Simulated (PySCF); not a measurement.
# C4H11NP2: the cost of one run

Programs: PySCF 2.14.0, with routines of our own; each step states its level. All values are computed. Atoms count from 0.

## 1. The system as given

18 atoms, charge 0, multiplicity 1; geometry from: GFN2-xTB.

## 2. Magnetic properties: GIAO B97-2/pcSseg-1

The job: settings as JSON, then the geometry in Å.

```
{"job": {"kind": "mag", "xc": "B97-2", "basis": "pcSseg-1", "isotopologues": 2}, "charge": 0, "multiplicity": 1}
C     -2.503701     0.661248     0.083802
C     -1.586358     0.048476    -0.644379
C     -0.758922    -1.088030    -0.173222
P      1.010077    -0.574868     0.173237
C      0.851137     0.584401     1.572144
N      2.017172    -1.670637     0.639179
P      1.486623     0.593967    -1.651652
H     -2.739307     0.339565     1.085712
H     -3.063334     1.500497    -0.292514
H     -1.374261     0.386271    -1.653764
H     -1.135651    -1.523243     0.756435
H     -0.696938    -1.873780    -0.932825
H      0.055448     1.305888     1.397051
H      1.803832     1.091154     1.712762
H      0.639132    -0.015592     2.453948
H      2.245981    -2.374572    -0.048089
H      2.759988     0.834142    -1.146024
H      0.980323     1.781429    -1.137736
```

With the program's defaults for keys left out, this is: GIAO B97-2/pcSseg-1 magnetisability, rotational g tensor and spin-rotation constants, non-relativistic, gas phase.

On the command line:

```sh
OMP_NUM_THREADS=1 python excited_run.py task.json out
```

This one command runs all jobs of the session in turn.

**Question.** How long does this first job take on 1 thread of Arm Neoverse V1, shared host, and how much memory does it need?

About 33 s, with a peak of 0.83 GiB.
